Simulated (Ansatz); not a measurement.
**C2H3FO2Zr: up Jacob's ladder to CCSD(T)**

An exercise on one series of results from a longer session: the logs are not shown, and one member is left open.

Method: functionals in def2-TZVPP, the program's frozen cores in correlated methods; program: Ansatz 0.2.0, Gaussian basis.

Plan: LDA (SPW92), PBE-D4, revPBE-D4, BLYP-D4, r2SCAN-D4, B97M-V, PBE0-D4, B3LYP-D4, r2SCANh-D4, r2SCAN0-D4, HSE06-D4, BHLYP-D4, CAM-B3LYP-D4, LC-ωPBE, ωB97X-V, ωB97M-V, B2PLYP, PBE-QIDH; CCSD(T)/def2-SVP; CCSD(T)/def2-TZVPP; MP2/def2-QZVPP; extrapolation to the limit; RPA on PBE.

## The relaxed structure

The geometry comes from an earlier relaxation with PBE0-D4 in a triple-zeta def2 set; it is a stationary point, not always the lowest conformer. Zr takes the def2 core potential; no spin-orbit term is included.

SMILES `C#[C][Zr]([OH])([OH])[F]`, 9 atoms, charge 0, spin multiplicity 1.

Atoms are counted from 1 here; the program's logs count them from 0.

Bond lengths: C1–C2 1.215 Å, C1–H7 1.067 Å, C2–Zr3 2.203 Å, Zr3–O4 1.906 Å, Zr3–O5 1.905 Å, Zr3–F6 1.909 Å, O4–H8 0.953 Å, O5–H9 0.953 Å. Angles: C2–C1–H7 179.9°, C1–C2–Zr3 178.8°, C2–Zr3–O4 107.9°, C2–Zr3–O5 107.9°, C2–Zr3–F6 109.4°, O4–Zr3–O5 112.3°, O4–Zr3–F6 109.7°, O5–Zr3–F6 109.7°, Zr3–O4–H8 169.0°, Zr3–O5–H9 169.7°.

The first run:

Input file in.yaml:

```yaml
crystal:
  periodic: [false, false, false]
  atoms:
    - {symbol: C, position_ang: [2.423932, -0.441687, -1.183098]}
    - {symbol: C, position_ang: [1.326690, -0.161583, -0.742964]}
    - {symbol: Zr, position_ang: [-0.667068, 0.377907, 0.022136]}
    - {symbol: O, position_ang: [-1.766950, -1.175984, -0.062238]}
    - {symbol: O, position_ang: [-0.456175, 1.017671, 1.804417]}
    - {symbol: F, position_ang: [-1.413983, 1.753350, -1.070359]}
    - {symbol: H, position_ang: [3.387367, -0.686366, -1.571109]}
    - {symbol: H, position_ang: [-2.354951, -1.913651, 0.070483]}
    - {symbol: H, position_ang: [-0.478862, 1.230342, 2.732722]}
basis:
  gaussian: {orbitals: def2-TZVPP}
hamiltonian: {xc: lda}
output: {orbitals: {seedname: orbitals}}
```

Command:

```
$ ansatz run in.yaml --threads 4 --pin off --events-out ev --progress --plain --max-ram 10444MiB
```

Among the steps run: LDA; PBE-D4 (GGA); revPBE-D4 (GGA); BLYP-D4 (GGA); r2SCAN-D4 (meta-GGA); B97M-V (meta-GGA); PBE0-D4 (hybrid); B3LYP-D4 (hybrid); r2SCANh-D4 (hybrid); r2SCAN0-D4 (hybrid); HSE06-D4 (hybrid); BHLYP-D4 (hybrid); CAM-B3LYP-D4 (range-separated); LC-ωPBE (range-separated); ωB97X-V (range-separated); ωB97M-V (range-separated); B2PLYP (double hybrid); PBE-QIDH (double hybrid).

One table of the session follows, with a row left open; its other results are not shown here.

It belongs to the step «Frontier levels by functional». 

```
  functional  HOMO (eV)  gap (eV)
 LDA (SPW92)      -6.92      4.70
      PBE-D4      -6.70      4.75
   revPBE-D4      -6.62      4.77
     BLYP-D4      -6.53      4.68
   r2SCAN-D4      -6.95      5.17
      B97M-V      -6.90      5.15
     PBE0-D4          ?         ?
    B3LYP-D4      -7.67      6.32
  r2SCANh-D4      -7.41      5.93
  r2SCAN0-D4      -8.10      7.09
    HSE06-D4      -7.52      6.03
    BHLYP-D4      -8.97      8.80
CAM-B3LYP-D4      -9.26      9.22
     LC-ωPBE     -10.69     11.84
     ωB97X-V     -10.28     11.32
     ωB97M-V     -10.16     10.75
```

Estimate the missing values for PBE0-D4.

The run gave: HOMO (eV): -7.92; gap (eV): 6.81. In the column «HOMO (eV)» it lies between r2SCAN0-D4 (-8.10) and B3LYP-D4 (-7.67).
